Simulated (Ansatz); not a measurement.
# BGaH4O: the cost of one run

Method: UKS CAM-B3LYP-D4/def2-SVP, in Ansatz 0.2.0.

**1. The system as given**

Bond lengths: B1–O2 1.335 Å, O2–Ga3 1.721 Å, B1–H4 1.179 Å, B1–H5 1.179 Å, Ga3–H6 1.545 Å, Ga3–H7 1.545 Å. Angles: B1–O2–Ga3 178.8°, O2–B1–H4 119.5°, O2–B1–H5 119.7°, H4–B1–H5 120.7°, O2–Ga3–H6 115.9°, O2–Ga3–H7 115.9°, H6–Ga3–H7 128.2°.

As a file:

```xyz
7

B    -1.1756    0.0532   -0.9722
O    -0.1393    0.0224   -0.1313
Ga    1.1816   -0.0436    0.9699
H    -1.9329   -0.8497   -0.9947
H    -1.3229    0.9813   -1.6842
H     0.9330    0.5831    2.3598
H     2.4561   -0.7467    0.4528
```

**2. Relaxing end A**

File input.yaml:

```yaml
crystal:
  periodic: [false, false, false]
  atoms:
    - { symbol: B, position_ang: [-1.1756, 0.05323, -0.97224] }
    - { symbol: O, position_ang: [-0.13928, 0.02236, -0.13133] }
    - { symbol: Ga, position_ang: [1.1816, -0.04357, 0.96989] }
    - { symbol: H, position_ang: [-1.93294, -0.84974, -0.99472] }
    - { symbol: H, position_ang: [-1.32289, 0.98127, -1.6842] }
    - { symbol: H, position_ang: [0.93302, 0.58315, 2.35983] }
    - { symbol: H, position_ang: [2.45608, -0.7467, 0.45277] }
magnetization:
  spin_polarized: true
basis:
  gaussian: { orbitals: def2-SVP }
hamiltonian:
  xc: cam_b3lyp
  dispersion: d4
relax:
  f_tol: 0.02
  max_steps: 50
```

Command:

```console
> ansatz run input.yaml --threads 2 --pin off --max-ram 3072MiB --backend cpu --events-out ev --progress --plain --runs-dir out
```

**Question.** How long does this run take on 2 threads of Arm Neoverse V1, shared host, and how much memory does it need?

About 16 s, with a peak of 0.24 GiB.
